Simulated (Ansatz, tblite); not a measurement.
**Cyclo-(H2SiS)3 (Si3H6S3): a ladder of methods and basis sets**

How do method and basis change the picture of cyclo-(H2SiS)3 (Si3H6S3) (singlet)?

Program: Ansatz 0.2.0, Gaussian basis. Level of theory: as each input shows. These are calculated values, not measurements.

Plan: GFN1-xTB, GFN2-xTB, PBE-D4/def2-TZVP, r2SCAN-D4/def2-TZVP, revPBE-D4/def2-TZVP, B3LYP-D4/def2-TZVP, ωB97M-V/def2-TZVP, PBE-D4/def2-SVP, PBE0-D4/def2-SVP, HF/6-31G, B3LYP-D4/6-31G, CCSD(T)/def2-SVP, MP2/def2-TZVP, RPA/def2-TZVP.

2 further runs of the same task are left out: 2 set aside as unsound or not needed.

## Step 1: The geometry

The singlet was relaxed beforehand with PBE-D4/def2-SVP.

12 atoms, charge 0, spin multiplicity 1.

Bond lengths: Si1–H2 1.500 Å, Si1–H3 1.498 Å, Si1–S4 2.171 Å, Si1–S12 2.166 Å, S4–Si5 2.168 Å, Si5–H6 1.501 Å, Si5–H7 1.501 Å, Si5–S8 2.168 Å, S8–Si9 2.171 Å, Si9–H10 1.500 Å, Si9–H11 1.498 Å, Si9–S12 2.166 Å. Angles: H2–Si1–H3 111.0°, H2–Si1–S4 109.9°, H2–Si1–S12 111.4°, H3–Si1–S4 106.6°, H3–Si1–S12 106.2°, S4–Si1–S12 111.6°, Si1–S4–Si5 99.2°, S4–Si5–H6 112.6°, S4–Si5–H7 104.6°, S4–Si5–S8 112.5°, H6–Si5–H7 110.2°, H6–Si5–S8 104.6°, H7–Si5–S8 112.6°, Si5–S8–Si9 99.4°, S8–Si9–H10 110.0°, S8–Si9–H11 106.5°, S8–Si9–S12 111.6°, H10–Si9–H11 111.0° and more.

PBE0-D4/def2-TZVP was run before; its log isn't repeated, and its numbers join the tables.

## Step 2: GFN1-xTB

Tight binding, by tblite at 300 K electronic temperature and without a spin-polarisation term:

```python
tblite.interface.Calculator('GFN1-xTB', numbers, positions, charge=0, uhf=0).singlepoint()
```

Energy -549.0586 eV, HOMO -10.96 eV, LUMO -5.39 eV; 0.016 s.

## Step 3: GFN2-xTB

Tight binding, by tblite at 300 K electronic temperature and without a spin-polarisation term:

```python
tblite.interface.Calculator('GFN2-xTB', numbers, positions, charge=0, uhf=0).singlepoint()
```

Energy -493.6962 eV, HOMO -10.72 eV, LUMO -6.50 eV; 0.013 s.

## Step 4: PBE-D4/def2-TZVP

start.molden holds the orbitals of an earlier run on this state, given as this run's starting guess.

Contents of in.yaml:

```yaml
crystal:
  periodic: [false, false, false]
  atoms:
    - {symbol: Si, position_ang: [0.301809, -1.877167, -0.069069]}
    - {symbol: H, position_ang: [-1.087997, -2.105863, 0.446619]}
    - {symbol: H, position_ang: [1.082399, -3.155251, -0.094905]}
    - {symbol: S, position_ang: [1.366649, -0.524976, 1.253824]}
    - {symbol: Si, position_ang: [-0.223869, 0.893444, 1.652266]}
    - {symbol: H, position_ang: [-1.142704, 0.436705, 2.748295]}
    - {symbol: H, position_ang: [0.486022, 2.151296, 2.061956]}
    - {symbol: S, position_ang: [-1.521432, 1.188035, -0.059943]}
    - {symbol: Si, position_ang: [-0.067637, 0.946574, -1.653549]}
    - {symbol: H, position_ang: [1.208306, 1.648589, -1.295086]}
    - {symbol: H, position_ang: [-0.681033, 1.541869, -2.883582]}
    - {symbol: S, position_ang: [0.279498, -1.143255, -2.106846]}
basis:
  gaussian: {orbitals: def2-TZVP, initial_orbitals: start.molden}
hamiltonian: {xc: pbe, dispersion: d4}
scf: {omitted_lower_state_checks: [starts]}
output: {orbitals: {seedname: orbitals}}
```

Command:

```console
$ ansatz run in.yaml --threads 2 --pin off --events-out ev --progress --plain --max-ram 32768MiB --backend cpu
```

After this run come: r2SCAN-D4/def2-TZVP; revPBE-D4/def2-TZVP; B3LYP-D4/def2-TZVP; ωB97M-V/def2-TZVP; PBE-D4/def2-SVP; PBE0-D4/def2-SVP; HF/6-31G; B3LYP-D4/6-31G; CCSD(T)/def2-SVP; MP2/def2-TZVP; RPA/def2-TZVP.

Before running them: what should the planned runs give, taken together? Wanted: gap in def2-TZVP, named functionals, smallest and largest; correlation energy, CCSD(T)/def2-SVP; correlation energy, MP2/def2-TZVP; binding an atom, CCSD(T)/def2-SVP; PBE0 total energy, smallest basis above largest.

**Answer**, as computed:

| quantity | value |
| --- | --- |
| gap in def2-TZVP, named functionals, smallest and largest | 4.66 eV (PBE-D4), 10.58 eV (ωB97M-V) |
| correlation energy, CCSD(T)/def2-SVP | -21.12 eV |
| correlation energy, MP2/def2-TZVP | -23.27 eV |
| binding an atom, CCSD(T)/def2-SVP | 3.024 eV |
| PBE0 total energy, smallest basis above largest | 19.70 eV (def2-SVP, def2-TZVP) |

**Reading.** Over the named functionals in def2-TZVP the gap runs from 4.66 eV (PBE-D4) to 10.58 eV (ωB97M-V); exact exchange widens it. A small miss in a minimal or small basis is a cancelling of errors, not accuracy. The functionals in def2-TZVP miss CCSD(T)/def2-SVP by +0.276 (revPBE-D4) to +0.335 eV (r2SCAN-D4) an atom. The yardstick is in a double-zeta basis, so levels in larger sets aren't compared like for like. The reference is CCSD(T) in one finite basis, so it carries an error of its own, often a tenth of an eV or more, and near misses can't be ranked.
